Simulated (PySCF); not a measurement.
**From one method to the next for RbBr⁺**

Starting from one script, swap the method and compare what comes out for RbBr⁺.

Program: PySCF 2.14.0. Level of theory: each script names its method and basis. These are calculated values, not measurements.

3 further runs of the same task are left out: 1 for a known fault of the program, 2 that didn't finish.

## Step 1: Where the work starts

RbBr⁺: 2 atoms, charge 1, spin multiplicity 2.

Bond lengths: Rb1–Br2 2.894 Å.

## Step 2: The base run

input.py

```python
from pyscf import gto, dft

mol = gto.M(
    atom='Rb 0 0 0; Br 0 0 2.894',
    basis='sbkjc',
    ecp={'Rb': 'sbkjc', 'Br': 'sbkjc'},
    charge=1,
    spin=1,
    verbose=4,
)
mf = dft.UKS(mol, xc='hcth407')
mf = mf.newton()
mf.kernel()
mf.mulliken_pop()
mf.dip_moment()
print('orbital energies (hartree):', [e[max(0, n-3):n+3].round(4) for e, n in zip(mf.mo_energy, mol.nelec)])
```

Command:

```console
$ OMP_NUM_THREADS=1 python input.py
```

## Step 3: B3lyp

Run 1 changes functional: hcth407 → b3lyp.

Edit input.py of step 2 so:

```diff
@@ -10,3 +10,3 @@
 )
-mf = dft.UKS(mol, xc='hcth407')
+mf = dft.UKS(mol, xc='b3lyp')
 mf = mf.newton()
```

## Step 4: Lda,vwn

Run 2 changes functional: hcth407 → lda,vwn.

Edit input.py of step 2 so:

```diff
@@ -10,3 +10,3 @@
 )
-mf = dft.UKS(mol, xc='hcth407')
+mf = dft.UKS(mol, xc='lda,vwn')
 mf = mf.newton()
```

## Step 5: MP2 (UHF)

Run 3 changes step after the SCF: analyze → mp2; SCF type: UKS → UHF; functional: hcth407 → none (Hartree–Fock).

Edit input.py of step 2 so:

```diff
@@ -1,2 +1,2 @@
-from pyscf import gto, dft
+from pyscf import gto, scf, mp
 
@@ -10,6 +10,6 @@
 )
-mf = dft.UKS(mol, xc='hcth407')
+mf = scf.UHF(mol)
 mf = mf.newton()
 mf.kernel()
-mf.mulliken_pop()
+mp.MP2(mf).kernel()
 mf.dip_moment()
```

## Step 6: Scan

Run 4 changes functional: hcth407 → scan.

Edit input.py of step 2 so:

```diff
@@ -10,3 +10,3 @@
 )
-mf = dft.UKS(mol, xc='hcth407')
+mf = dft.UKS(mol, xc='scan')
 mf = mf.newton()
```

## Step 7: Revpbe

Run 5 changes functional: hcth407 → revpbe.

Edit input.py of step 2 so:

```diff
@@ -10,3 +10,3 @@
 )
-mf = dft.UKS(mol, xc='hcth407')
+mf = dft.UKS(mol, xc='revpbe')
 mf = mf.newton()
```

## Step 8: TDA

Run 6 changes step after the SCF: analyze → tda; number of roots: none → 4.

Edit input.py of step 2 so:

```diff
@@ -1,2 +1,2 @@
-from pyscf import gto, dft
+from pyscf import gto, dft, tdscf
 
@@ -13,3 +13,6 @@
 mf.kernel()
-mf.mulliken_pop()
+td = tdscf.TDA(mf)
+td.nstates = 4
+td.kernel()
+td.analyze(verbose=3)
 mf.dip_moment()
```

Before running it: what results should come out? Wanted: for each run, E(SCF); from base; gap, α spin; after the SCF.

As calculated:

```csv
run,E(SCF) (hartree),from base (eV),cycles,"gap, α spin (eV)",after the SCF
base,-13.413053,0,5 macro,8.00,n/a
b3lyp,-13.337938,not comparable,4 macro,8.93,n/a
"lda,vwn",-13.265398,not comparable,4 macro,7.81,n/a
MP2 (UHF),-13.121398,not comparable,3 macro,13.43,MP2 correlation -0.314 eV
scan,-13.338553,not comparable,3 macro,8.56,n/a
revpbe,-13.350252,not comparable,4 macro,7.55,n/a
TDA,-13.413053,0.0000,5 macro,8.00,lowest root found 0.18 eV
```

**Reading.** The α-spin gap between the frontier levels is 7.6 eV with revpbe (0 % exact exchange) and 8.9 eV with b3lyp (20 %): exact exchange opens it. A lower total energy from another functional means nothing by itself.
